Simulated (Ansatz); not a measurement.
**C₂H₅AlGe: basis-set convergence**

One table from this session's results is given with a row withheld; the runs are named, their logs left out.

Computed with Ansatz 0.2.0, Gaussian basis. Level: one geometry, several basis sets.

The runs, in order: PBE0-D4/def2-SVP; ωB97M-V/def2-SVP; PBE0-D4/def2-QZVPP; ωB97M-V/def2-QZVPP; the functionals' def2-TZVPP values are taken from earlier runs.

**The geometry**

All runs share one geometry, relaxed beforehand with PBE0-D4 in a triple-zeta def2 set.

SMILES `[CH]1=[CH][GeH2][AlH]1`, 9 atoms, charge 0, spin multiplicity 1.

Atoms are counted from 1 here; the program's logs count them from 0.

Bond lengths: C1–C2 1.352 Å, C1–Al4 1.941 Å, C1–H5 1.089 Å, C2–Ge3 1.986 Å, C2–H6 1.092 Å, Ge3–Al4 2.450 Å, Ge3–H7 1.544 Å, Ge3–H8 1.544 Å, Al4–H9 1.589 Å. Angles: C2–C1–Al4 101.0°, C2–C1–H5 120.6°, Al4–C1–H5 138.3°, C1–C2–Ge3 111.5°, C1–C2–H6 122.5°, Ge3–C2–H6 126.0°, C2–Ge3–Al4 69.9°, C2–Ge3–H7 112.2°, C2–Ge3–H8 112.3°, Al4–Ge3–H7 124.3°, Al4–Ge3–H8 124.4°, H7–Ge3–H8 106.6°, C1–Al4–Ge3 77.7°, C1–Al4–H9 135.2°, Ge3–Al4–H9 147.1°.

The first run:

Input file in.yaml:

```yaml
crystal:
  periodic: [false, false, false]
  atoms:
    - {symbol: C, position_ang: [-0.324611, 1.334495, -0.114201]}
    - {symbol: C, position_ang: [0.820919, 0.634643, -0.274819]}
    - {symbol: Ge, position_ang: [0.540681, -1.303865, 0.056069]}
    - {symbol: Al, position_ang: [-1.560731, -0.082660, 0.368119]}
    - {symbol: H, position_ang: [-0.341307, 2.413503, -0.262479]}
    - {symbol: H, position_ang: [1.764707, 1.109364, -0.552602]}
    - {symbol: H, position_ang: [0.873176, -2.161048, -1.183755]}
    - {symbol: H, position_ang: [1.420319, -1.834976, 1.207879]}
    - {symbol: H, position_ang: [-3.104552, -0.155854, 0.738589]}
basis:
  gaussian: {orbitals: def2-SVP}
hamiltonian: {xc: pbe0, dispersion: d4}
output: {orbitals: {seedname: orbitals}}
```

Command:

```sh
$ ansatz run in.yaml --threads 2 --pin off --events-out ev --progress --plain --max-ram 4352MiB
```

Among the steps run: PBE0-D4 in def2-SVP; ωB97M-V in def2-SVP; PBE0-D4 in def2-QZVPP; ωB97M-V in def2-QZVPP.

One table of the session follows, with a row left open; its other results are not shown here.

It belongs to the step «Density functionals: the series». 

```
functional       basis  HOMO (eV)  LUMO (eV)
   PBE0-D4    def2-SVP      -6.97      -1.71
   PBE0-D4  def2-TZVPP      -6.96      -1.74
   PBE0-D4  def2-QZVPP      -6.97      -1.76
   ωB97M-V    def2-SVP      -8.93       0.04
   ωB97M-V  def2-TZVPP          ?          ?
   ωB97M-V  def2-QZVPP      -8.96      -0.17
```

Q: Estimate the row for ωB97M-V, def2-TZVPP from the others.

**Answer.** HOMO (eV): -8.95; LUMO (eV): -0.05. In the column «HOMO (eV)» it lies between ωB97M-V, def2-QZVPP (-8.96) and ωB97M-V, def2-SVP (-8.93).
